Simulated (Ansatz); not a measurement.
Here is an Ansatz input file for BaMnO₃, space group Pm-3m. Write the same calculation for the Python package.

```yaml
crystal:
  lattice:
    a: 4.033313
    b: 4.033313
    c: 4.033313
    alpha: 90.0
    beta: 90.0
    gamma: 90.0
  atoms:
    - { symbol: Ba, position: [0.5, 0.5, 0.5] }
    - { symbol: Mn, position: [0.0, 0.0, 0.0] }
    - { symbol: O, position: [0.5, 0.0, 0.0] }
    - { symbol: O, position: [0.0, 0.5, 0.0] }
    - { symbol: O, position: [0.0, 0.0, 0.5] }
basis:
  ecutwfc: 510.0
kpoints:
  mp_grid:
    grid: [6, 6, 6]
hamiltonian:
  xc: pbesol
magnetization:
  spin_polarized: true
  per_species:
    Mn: 2.8
scf:
  occupations:
    method: fermi_dirac
    width: 0.1
output:
  write_density: true
  volumetric_format: cube
```

Script `bamno3.py`:
```python
# -*- coding: utf-8 -*-
"""SCF run for BaMnO3."""

from collections import Counter
from pathlib import Path
import json

import ansatz as az
from ase.data import atomic_numbers
from ase.io.cube import read_cube_data
from ase.units import Bohr
import numpy as np
from pymatgen.core import Structure
from scipy.ndimage import map_coordinates
import spglib


def main():
    structure = (
        az.Lattice.from_parameters(4.033313, 4.033313, 4.033313, alpha=90.0, beta=90.0, gamma=90.0)
        .atom("Ba", (0.5, 0.5, 0.5))
        .atom("Mn", (0.0, 0.0, 0.0))
        .atom("O", (0.5, 0.0, 0.0))
        .atom("O", (0.0, 0.5, 0.0))
        .atom("O", (0.0, 0.0, 0.5))
        .moments(Mn=2.8)
    )

    # functional, basis and sampling
    job = (
        structure.calculation()
        .spin("collinear")
        .basis(510)
        .kpoints(6, 6, 6)
        .functional(az.Functional.PBESOL)
        .occupations("fermi_dirac", width=0.1)
        .density()
        .output_files(volumetric_format="cube")
    )
    out = job.run(events_out="events.ndjson")
    data = out.report
    with open("events.ndjson") as stream:
        kinds = Counter(json.loads(line)["event"] for line in stream)
    print("events:", {kind: kinds[kind] for kind in ("scf_iter", "scf_done", "notice", "finished")})

    energy = data["free_energy_ev"]
    print("BaMnO3: {:.6f} eV = {:.6f} Ry = {:.6f} Ha".format(energy, energy / 13.605693, energy / 27.211386))
    print("Fermi level {:.4f} eV, {} k-points, {} symmetry operations".format(data["fermi_energy_ev"], data["n_kpoints"], data["n_symmetry_ops"]))

    spg_cell = (out.lattice.cell_ang, [s.position_frac for s in out.lattice.sites], [atomic_numbers[s.symbol] for s in out.lattice.sites])
    # the group found depends on the tolerance
    found = spglib.get_symmetry_dataset(spg_cell, symprec=1e-3)
    print(found.international, found.number, "point group", found.pointgroup)
    for site, letter, group in zip(out.lattice.sites, found.wyckoffs, found.site_symmetry_symbols):
        print(f"  {site.symbol:2s} Wyckoff {letter}  site symmetry {group}")

    print(f"net moment {data['magnetization_mub']:.3f} muB, absolute {data['absolute_magnetization_mub']:.3f} muB")
    for index, (site, m) in enumerate(zip(out.lattice.sites, data["site_moments_mub"])):
        print(f"  {index:2d} {site.symbol:2s} {m:7.3f}")

    # cube files hold the density in electrons per cubic bohr
    folder = Path(out.write_results("cubes"))
    print("\n".join((folder / "rho.cube").read_text().splitlines()[: 6 + 5]))
    values, cube_atoms = read_cube_data(str(folder / "rho.cube"))
    print("electrons from the file:", round(values.mean() * cube_atoms.get_volume() / Bohr ** 3, 3))

    final = Structure(out.lattice.cell_ang, [s.symbol for s in out.lattice.sites], [s.position_frac for s in out.lattice.sites])
    # smooth valence density along the shortest bond of atom 0
    rho = out.density()
    total = sum(channel.density_e_per_ang3 for channel in rho.channels[:2])
    grid_cell = np.asarray(rho.fft_grid_basis) @ out.lattice.cell_ang
    partner = min(final.get_neighbors(final[0], 5.0), key=lambda n: n.nn_distance)
    line = np.linspace(final[0].coords, partner.coords, 9)
    points = (line @ np.linalg.inv(grid_cell)) * rho.dims
    values = map_coordinates(total, points.T, order=3, mode="grid-wrap")
    print(f"from {final[0].specie} to {partner.specie}, {partner.nn_distance:.3f} A")
    for t, value in zip(np.linspace(0, partner.nn_distance, 9), values):
        print(f"{t:7.3f} A  {value:9.4f} e/A^3")

    keep = ["free_energy_ev", "energy_sigma0_ev", "fermi_energy_ev", "n_iterations", "converged", "magnetization_mub", "n_kpoints"]
    with open("bamno3.json", "w") as handle:
        json.dump({key: data[key] for key in keep}, handle, indent=1)


if __name__ == "__main__":
    main()
```

Running `python bamno3.py` prints:
```text
events: {'scf_iter': 12, 'scf_done': 1, 'notice': 2, 'finished': 1}
BaMnO3: -11417.139150 eV = -839.144258 Ry = -419.572129 Ha
Fermi level 9.6931 eV, 20 k-points, 48 symmetry operations
Pm-3m 221 point group m-3m
  Ba Wyckoff b  site symmetry m-3m
  Mn Wyckoff a  site symmetry m-3m
  O  Wyckoff d  site symmetry 4/mm.m
  O  Wyckoff d  site symmetry 4/mm.m
  O  Wyckoff d  site symmetry 4/mm.m
net moment 3.038 muB, absolute 3.335 muB
   0 Ba   0.002
   1 Mn   2.656
   2 O    0.010
   3 O    0.010
   4 O    0.010
ansatz rho
values in e/bohr^3 (x slowest, z fastest)
    5    0.000000    0.000000    0.000000
   30    0.254062    0.000000    0.000000
   30    0.000000    0.254062    0.000000
   30    0.000000    0.000000    0.254062
   56   56.000000    3.810928    3.810928    3.810928
   25   25.000000    0.000000    0.000000    0.000000
    8    8.000000    3.810928    0.000000    0.000000
    8    8.000000    0.000000    3.810928    0.000000
    8    8.000000    0.000000    0.000000    3.810928
electrons from the file: 43.0
from Ba to O, 2.852 A
  0.000 A     0.1855 e/A^3
  0.356 A     0.7876 e/A^3
  0.713 A     1.3918 e/A^3
  1.069 A     0.6135 e/A^3
  1.426 A     0.1865 e/A^3
  1.782 A     0.2532 e/A^3
  2.139 A     1.1092 e/A^3
  2.495 A     5.1687 e/A^3
  2.852 A     7.5763 e/A^3
```

Reading the output:
- Absolute energies stand on the zero of these potentials, so only differences at equal settings mean something. A total without «per atom» is that of the cell as typed.
- Other magnetic orders than the one started from may lie lower.
- The mesh is modest for a metal, so energies can be off by several to tens of meV an atom and pressures by half a GPa or more; differences at equal mesh fare better.
- An absolute Fermi energy rests on an arbitrary zero of the periodic potential and has no direct meaning.
- With one magnetic atom the cell can hold only ferromagnetic order.
- Without a Hubbard U or exact exchange, semilocal functionals often make such 3d compounds metallic or too weakly gapped.
- Densities and potentials on the grid are those of the valence electrons, and inside the cores they hang on the potentials used.
- This cell is a computed structure, which may not be the phase found in nature.
- Run time: 9.1 s on 1 thread of Arm Neoverse V1, on a shared host, peak memory 0.53 GiB.

(A comment or docstring line of the script was reworded after the run, the code is as it ran; lines on the test bed's own set-up are left out of the output.)
